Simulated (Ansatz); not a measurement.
# CH7BrSi: the cost of one run

All numbers below are computed with Ansatz 0.2.0 (RKS PBE0-D4/def2-SVP).

### 1 Starting point

Bond lengths: Si1–C2 2.179 Å, Si1–H3 1.452 Å, Si1–H4 1.491 Å, Si1–H5 1.451 Å, Si1–Br7 2.705 Å, C2–H8 1.078 Å, C2–H9 1.094 Å, C2–H10 1.079 Å. Angles (14 of 16 angles, heavy atoms first): C2–Si1–Br7 86.7°, Si1–C2–H8 92.9°, Si1–C2–H9 144.0°, Si1–C2–H10 93.3°, C2–Si1–H3 107.4°, C2–Si1–H4 90.6°, C2–Si1–H5 107.7°, H3–Si1–Br7 80.3°, H4–Si1–Br7 177.3°, H5–Si1–Br7 80.2°, H8–C2–H9 106.4°, H8–C2–H10 112.1°, H9–C2–H10 106.5°, H3–Si1–H4 100.6°.

As a file:

```xyz
10

Si   -0.6747    0.8001   -0.2182
C     0.3298   -0.9971    0.4949
H    -1.1250    0.5376   -1.5738
H    -1.8999    0.4404    0.5515
H    -0.1872    1.9195    0.5664
H     0.9583   -0.0909   -0.3498
Br    1.6040    1.3494   -1.5674
H    -0.4443   -1.6450    0.1169
H     1.2609   -1.5685    0.4469
H     0.1781   -0.7454    1.5326
```

### 2 A restrained relaxation towards end A

Springs on the bonds that form and break draw the guess towards this end; the thresholds are loose.

input.yaml

```yaml
crystal:
  periodic: [false, false, false]
  atoms:
    - { symbol: Si, position_ang: [-0.6747, 0.8001, -0.2182] }
    - { symbol: C, position_ang: [0.3298, -0.9971, 0.4949] }
    - { symbol: H, position_ang: [-1.125, 0.5376, -1.5738] }
    - { symbol: H, position_ang: [-1.8999, 0.4404, 0.5515] }
    - { symbol: H, position_ang: [-0.1872, 1.9195, 0.5664] }
    - { symbol: H, position_ang: [0.9583, -0.0909, -0.3498] }
    - { symbol: Br, position_ang: [1.604, 1.3494, -1.5674] }
    - { symbol: H, position_ang: [-0.4443, -1.645, 0.1169] }
    - { symbol: H, position_ang: [1.2609, -1.5685, 0.4469] }
    - { symbol: H, position_ang: [0.1781, -0.7454, 1.5326] }
basis:
  gaussian: { orbitals: def2-SVP }
hamiltonian:
  xc: pbe0
  dispersion: d4
relax:
  f_tol: 0.15
  max_steps: 25
  restrain:
    - { distance: [0, 6], at: 3.61, k: 30.0 }
    - { distance: [5, 1], at: 2.37, k: 30.0 }
    - { distance: [0, 1], at: 1.87, k: 30.0 }
    - { distance: [5, 6], at: 1.51, k: 30.0 }
```

The run is started by

```sh
ansatz run input.yaml --threads 2 --pin off --max-ram 3072MiB --backend cpu --events-out ev --progress --plain --runs-dir out
```

**Question.** How long does this run take on 2 threads of Arm Neoverse V1, shared host, and how much memory does it need?

About 25 s, with a peak of 0.21 GiB.
